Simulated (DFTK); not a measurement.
The system is TiSi.

```
Ti Si
1.0
     1.81618   -2.11762    0.00000
     1.81618    2.11762    0.00000
     0.00000    0.00000    3.80393
Ti Si
1 1
Direct
  0.50000 0.50000 0.00000
  0.00000 0.00000 0.50000
```

The cell comes from a database or a generator and needn't be the stable form of this composition.

```yaml
Program: DFTK 0.8.2
Task: single point
Functional: PBEsol
Potentials_or_basis: dojo.nc.sr.pbesol.v0_4_1.standard.upf (PBEsol)
Cutoff: 1143 eV
k_mesh: 10 × 10 × 7
Occupations: fermi-dirac, width 0.05 eV
Spin: no spin polarisation
```

On this cell: pressure -4.4 GPa; largest force under 0.003 eV/Å; band gap on the k mesh none (metal or under the smearing width).

The same run follows on a disturbed copy (atoms moved at random, drawn with an rms of 0.05 Å):

```
CELL_PARAMETERS angstrom
1.81618 -2.11762 0.00000
1.81618 2.11762 0.00000
0.00000 0.00000 3.80393
ATOMIC_POSITIONS crystal
Ti 0.49956 0.50879 0.99349
Si 0.00715 0.00415 0.48948
```

**Question.** What does the disturbed cell give?

**Answer.** The energy (extrapolated to zero smearing) moves by +0.7 meV/atom; pressure -4.3 GPa; largest force 0.131 eV/Å; band gap on the k mesh none (metal or under the smearing width).

Forces in eV/Å, atoms in the order of the input:
```
Ti   0.032 -0.025 -0.124
Si  -0.032  0.025  0.124
```

Stress tensor (GPa, compression positive):
```
-4.76  0.00 -0.01
 0.00 -4.35  0.03
-0.01  0.03 -3.86
```
